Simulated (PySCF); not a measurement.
# C3H6B2: the cost of one run

Computed with PySCF 2.14.0, with density-fitted response routines of our own, on a single molecule in the gas phase. Atoms are numbered from 0 throughout.

## Step 1: Starting geometry

11 atoms, charge 0, multiplicity 1; geometry from: GFN2-xTB. The atoms were then displaced at random by about 0.01 Å, so the start is not that level's minimum.

Bonds of the start (Å): B0–C1 1.56, C1–B2 1.57, C1–C3 1.47, C3–C4 1.18, B0–H5 1.20, B0–H6 1.15, C1–H7 1.09, B2–H8 1.20, B2–H9 1.15, C4–H10 1.05.

## Step 2: Relaxing the molecule at PBE0-D3(BJ)/def2-SVP

The job: settings as JSON, then the geometry in Å.

```
{"job": {"xc": "PBE0", "basis": "def2-SVP", "d3": "d3bj", "grid": 1, "shake": 0.01, "kind": "geom"}, "charge": 0, "multiplicity": 1}
B     -1.442230    -0.173860     0.510100
C     -0.202410     0.028760    -0.415360
B      0.214890     1.526210    -0.181660
C      0.885000    -0.931050    -0.183430
C      1.717220    -1.744560    -0.008520
H     -2.478220     0.352470     0.191430
H     -1.379410    -0.767560     1.495930
H     -0.521260    -0.038800    -1.457550
H      1.177040     1.777670     0.490740
H     -0.404710     2.389750    -0.626810
H      2.472210    -2.444860     0.169460
```

Command:

```console
OMP_NUM_THREADS=1 python probes_run.py task.json out
```

The driver reads the jobs from task.json and runs them one after another.

**Question.** How long does this first job take on 1 thread of Arm Neoverse V2, shared host, and how much memory does it need?

About 25 s, with a peak of 0.41 GiB.
